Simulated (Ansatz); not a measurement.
# C₃H₇FGe: small, medium and large basis sets

Aim: see how fast density functionals converge with the basis set for C₃H₇FGe.

Computed with Ansatz 0.2.0, Gaussian basis. Level: one geometry, several basis sets.

The runs, in order: PBE0-D4/def2-SVP; ωB97M-V/def2-SVP; PBE0-D4/def2-QZVPP; ωB97M-V/def2-QZVPP; the functionals' def2-TZVPP values are taken from earlier runs.

### 1 Structure used throughout

All runs share one geometry, relaxed beforehand with PBE0-D4 in a triple-zeta def2 set.

SMILES `C=C[CH2][GeH2][F]`, 12 atoms, charge 0, spin multiplicity 1.

Atoms are counted from 1 here; the program's logs count them from 0.

Bond lengths: C1–C2 1.327 Å, C1–H6 1.086 Å, C1–H7 1.083 Å, C2–C3 1.487 Å, C2–H8 1.088 Å, C3–Ge4 1.956 Å, C3–H9 1.094 Å, C3–H10 1.094 Å, Ge4–F5 1.748 Å, Ge4–H11 1.536 Å, Ge4–H12 1.539 Å. Angles: C2–C1–H6 121.6°, C2–C1–H7 121.3°, H6–C1–H7 117.0°, C1–C2–C3 125.1°, C1–C2–H8 119.0°, C3–C2–H8 115.9°, C2–C3–Ge4 111.3°, C2–C3–H9 111.6°, C2–C3–H10 111.5°, Ge4–C3–H9 107.9°, Ge4–C3–H10 106.3°, H9–C3–H10 108.0°, C3–Ge4–F5 105.7°, C3–Ge4–H11 112.9°, C3–Ge4–H12 113.4°, F5–Ge4–H11 105.9°, F5–Ge4–H12 105.6°, H11–Ge4–H12 112.6°.

### 2 PBE0-D4 in def2-SVP

The input, in.yaml:

```yaml
crystal:
  periodic: [false, false, false]
  atoms:
    - {symbol: C, position_ang: [-2.027730, -0.114337, 0.459741]}
    - {symbol: C, position_ang: [-1.023386, 0.028982, -0.395688]}
    - {symbol: C, position_ang: [0.258212, -0.723048, -0.342558]}
    - {symbol: Ge, position_ang: [1.742143, 0.437277, 0.183191]}
    - {symbol: F, position_ang: [1.810652, 1.695387, -1.028596]}
    - {symbol: H, position_ang: [-1.987270, -0.836262, 1.269819]}
    - {symbol: H, position_ang: [-2.927031, 0.483884, 0.377614]}
    - {symbol: H, position_ang: [-1.107815, 0.766681, -1.190420]}
    - {symbol: H, position_ang: [0.209457, -1.550457, 0.371319]}
    - {symbol: H, position_ang: [0.522644, -1.135398, -1.320918]}
    - {symbol: H, position_ang: [1.495048, 1.154173, 1.519158]}
    - {symbol: H, position_ang: [3.111976, -0.262183, 0.131340]}
basis:
  gaussian: {orbitals: def2-SVP}
hamiltonian: {xc: pbe0, dispersion: d4}
output: {orbitals: {seedname: orbitals}}
```

The run is started by

```bash
$ ansatz run in.yaml --threads 4 --pin off --events-out ev --progress --plain --max-ram 10444MiB
```

What it wrote:

```text
Functional definition: PBE0
  name "PBE0"
  cite "Adamo & Barone, J. Chem. Phys. 110, 6158 (1999) doi:10.1063/1.478522"
  cite "Perdew, Burke & Ernzerhof, Phys. Rev. Lett. 77, 3865 (1996) doi:10.1103/PhysRevLett.77.3865"
  parent pbe
  parameter a = 0.25
  parameter kappa = 0.804
  parameter beta = 0.06672455060314922
  exchange = (1 - a)*pbe_x(kappa = kappa, mu = beta*pi^2/3) + a*exact_x
  correlation = pbe_c(beta = beta)
1240 factors; integrals over basis functions are off by at most 1.4e-3 eV
mean field evaluation 1: about -62428.1738 eV, gradient 5.6e1 eV
mean field evaluation 2: about -62424.1302 eV, gradient 7.3e1 eV
mean field evaluation 4: about -62435.1249 eV, gradient 3.0e0 eV
mean field evaluation 8: about -62435.2759 eV, gradient 2.1e-1 eV
mean field evaluation 16: about -62435.2759 eV, gradient 6.9e-5 eV
mean field -62435.27591513 eV, -2294.4540697310 hartree, gradient 1.2e-5 eV, S^2 0.000000; 0 other end points of the search recorded, 0 dependent functions left out
reference -62435.27594411 eV, -2294.4540707962 hartree; 33, 33 occupied and 90, 90 virtual orbitals, 1240 factors
Total energy: -62435.47571627 eV, -2294.4614122874 hartree
```

It took 1.6 s on 4 threads of Arm Neoverse V1, shared host; peak memory 0.28 GiB.

### 3 ωB97M-V in def2-SVP

in.yaml: that of step 2 with these lines changed.

```diff
@@ -17,3 +17,3 @@
   gaussian: {orbitals: def2-SVP}
-hamiltonian: {xc: pbe0, dispersion: d4}
+hamiltonian: {xc: {name: wB97M-V}}
 output: {orbitals: {seedname: orbitals}}
```

The command is unchanged.

What it wrote, shortened:

```text
Functional definition: wB97M-V
  name "wB97M-V"
  cite "Mardirossian & Head-Gordon, J. Chem. Phys. 144, 214110 (2016) doi:10.1063/1.4952647"
  cite "Becke, J. Chem. Phys. 107, 8554 (1997) doi:10.1063/1.475007"
  cite "Vydrov & Van Voorhis, J. Chem. Phys. 133, 244103 (2010) doi:10.1063/1.3521275"
  # Of w^i u^j: cxij and so on, Table III.
[...]
  gx(w, u) = 1 - cx + cx01*u + cx10*w
  gss(w, u) = css00 + css04*u^4 + css10*w + css20*w^2 + css43*w^4*u^3
  gos(w, u) = cos00 + cos10*w + (cos20 + cos21*u)*w^2 + (cos60 + cos61*u)*w^6
[...]
      + integral(e_c_pw_mod_opposite_spin*gos(b97_w_opposite, b97_u_opposite)) + vv10(b, c)
1406 factors; their error is unknown
332 factors; integrals over basis functions are off by at most 7.8e-6 eV
[...]
mean field -62443.12296496 eV, -2294.7424434933 hartree, gradient 2.5e-5 eV, S^2 0.000000; 0 other end points of the search recorded, 0 dependent functions left out
reference -62443.12300944 eV, -2294.7424451281 hartree; 33, 33 occupied and 90, 90 virtual orbitals, 1406 factors
Total energy: -62443.12300944 eV, -2294.7424451281 hartree
```

Wall time 5.5 s (4 threads of Arm Neoverse V1, shared host); peak memory 0.43 GiB.

### 4 PBE0-D4 in def2-QZVPP

in.yaml: that of step 3 with these lines changed.

```diff
@@ -16,4 +16,4 @@
 basis:
-  gaussian: {orbitals: def2-SVP}
-hamiltonian: {xc: {name: wB97M-V}}
+  gaussian: {orbitals: "def2-QZVPP.json"}
+hamiltonian: {xc: pbe0, dispersion: d4}
 output: {orbitals: {seedname: orbitals}}
```

The command is unchanged.

What it wrote:

```text
Functional definition: PBE0
  name "PBE0"
  cite "Adamo & Barone, J. Chem. Phys. 110, 6158 (1999) doi:10.1063/1.478522"
  cite "Perdew, Burke & Ernzerhof, Phys. Rev. Lett. 77, 3865 (1996) doi:10.1103/PhysRevLett.77.3865"
  parent pbe
  parameter a = 0.25
  parameter kappa = 0.804
  parameter beta = 0.06672455060314922
  exchange = (1 - a)*pbe_x(kappa = kappa, mu = beta*pi^2/3) + a*exact_x
  correlation = pbe_c(beta = beta)
1698 factors; their error is unknown
mean field evaluation 1: about -62440.5905 eV, gradient 7.0e1 eV
mean field evaluation 2: about -62432.0375 eV, gradient 9.6e1 eV
mean field evaluation 4: about -62450.7310 eV, gradient 6.0e0 eV
mean field evaluation 8: about -62450.7983 eV, gradient 2.3e-1 eV
mean field evaluation 16: about -62450.9418 eV, gradient 1.7e-4 eV
mean field -62450.94177488 eV, -2295.0297794580 hartree, gradient 3.3e-5 eV, S^2 0.000000; 0 other end points of the search recorded, 0 dependent functions left out
reference -62450.94181628 eV, -2295.0297809796 hartree; 33, 33 occupied and 494, 494 virtual orbitals, 1698 factors
Total energy: -62451.14158844 eV, -2295.0371224708 hartree
```

Run time: 12 s. Hardware: 4 threads of Arm Neoverse V1, shared host; peak memory 2.2 GiB.

### 5 ωB97M-V in def2-QZVPP

in.yaml: that of step 4 with these lines changed.

```diff
@@ -17,3 +17,3 @@
   gaussian: {orbitals: "def2-QZVPP.json"}
-hamiltonian: {xc: pbe0, dispersion: d4}
+hamiltonian: {xc: {name: wB97M-V}}
 output: {orbitals: {seedname: orbitals}}
```

The command is unchanged.

What it wrote, shortened:

```text
Functional definition: wB97M-V
  name "wB97M-V"
  cite "Mardirossian & Head-Gordon, J. Chem. Phys. 144, 214110 (2016) doi:10.1063/1.4952647"
  cite "Becke, J. Chem. Phys. 107, 8554 (1997) doi:10.1063/1.475007"
  cite "Vydrov & Van Voorhis, J. Chem. Phys. 133, 244103 (2010) doi:10.1063/1.3521275"
  # Of w^i u^j: cxij and so on, Table III.
[...]
  gx(w, u) = 1 - cx + cx01*u + cx10*w
  gss(w, u) = css00 + css04*u^4 + css10*w + css20*w^2 + css43*w^4*u^3
  gos(w, u) = cos00 + cos10*w + (cos20 + cos21*u)*w^2 + (cos60 + cos61*u)*w^6
[...]
      + integral(e_c_pw_mod_opposite_spin*gos(b97_w_opposite, b97_u_opposite)) + vv10(b, c)
1686 factors; their error is unknown
408 factors; integrals over basis functions are off by at most 1.1e-5 eV
[...]
mean field -62459.01269936 eV, -2295.3263804623 hartree, gradient 1.0e-5 eV, S^2 0.000000; 0 other end points of the search recorded, 0 dependent functions left out
reference -62459.01276551 eV, -2295.3263828929 hartree; 33, 33 occupied and 494, 494 virtual orbitals, 1686 factors
Total energy: -62459.01276551 eV, -2295.3263828929 hartree
```

Run time: 27 s. Hardware: 4 threads of Arm Neoverse V1, shared host; peak memory 2.6 GiB.

### 6 Density functionals: the series

The def2-TZVPP values come from earlier runs at the same geometry.

```csv
functional,basis,functions,energy (eV),from the largest (eV),HOMO (eV),LUMO (eV)
PBE0-D4,def2-SVP,123,-62435.4757,15.666,-7.28,-0.03
PBE0-D4,def2-TZVPP,270,-62449.5744,1.567,-7.33,-0.24
PBE0-D4,def2-QZVPP,527,-62451.1416,0.000,-7.35,-0.36
ωB97M-V,def2-SVP,123,-62443.1230,15.890,-9.46,2.02
ωB97M-V,def2-TZVPP,270,-62457.4908,1.522,-9.51,1.71
ωB97M-V,def2-QZVPP,527,-62459.0128,0.000,-9.53,1.36
```

### 7 What came out

| quantity | value |
| --- | --- |
| PBE0-D4: double and triple zeta above quadruple | 15.67, 1.57 eV |
| ωB97M-V: double and triple zeta above quadruple | 15.89, 1.52 eV |

What this shows: PBE0-D4 gains 14.10 eV from double to triple zeta, then 1.57 eV more. These are total energies; as a rule much of such shifts cancels in differences, which this series doesn't test. The LUMO of ωB97M-V is positive and keeps falling with the basis (2.02 to 1.36 eV): an unbound level that the basis holds in place.

For PBE0-D4 the largest set took about 7 times as long as the smallest (12 s against 1.6 s).
